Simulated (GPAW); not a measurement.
VGe3:

```
Ge V
1.0
     4.76800    0.00000    0.00000
     0.00000    4.76800    0.00000
     0.00000    0.00000    4.76800
Ge V
6 2
Direct
  0.00000 0.50000 0.25000
  0.00000 0.50000 0.75000
  0.50000 0.25000 0.00000
  0.75000 0.00000 0.50000
  0.50000 0.75000 0.00000
  0.25000 0.00000 0.50000
  0.50000 0.50000 0.50000
  0.00000 0.00000 0.00000
```

Alike in all runs: program GPAW 26.7.0; functional PBEsol; potentials or basis PAW data sets generated in the run's folder for this functional; cutoff 600 eV; basis pw; k mesh 6 × 6 × 6; occupations fermi-dirac, width 0.05 eV.

Starts and where they ended:

```csv
start,free energy over the lowest (meV/atom),net moment (μB),site or absolute moments (μB),gap
"collinear spin, ferromagnetic start of up to 3.5 μB",0.0,2.52,Ge -0.01; V +1.07,none (metal or under the smearing width)
"collinear spin, ferromagnetic start of up to 2 μB",0.0,2.52,Ge -0.01; V +1.07,none (metal or under the smearing width)
"collinear spin, antiferromagnetic start of up to 3.5 μB",17.3,0.00,-,none (metal or under the smearing width)
no spin polarisation,17.3,-,-,none (metal or under the smearing width)
"collinear spin, antiferromagnetic start of up to 2 μB",17.3,0.00,-,none (metal or under the smearing width)
```

The spin-polarised runs without a constraint all converged, yet they end up to 17 meV/atom apart: a converged run can sit in a state that isn't the lowest. Allowing spin polarisation gains 17 meV/atom. A still lower state may exist.

Caveats: the cell is far from rest, so the order of the states can change on relaxing.
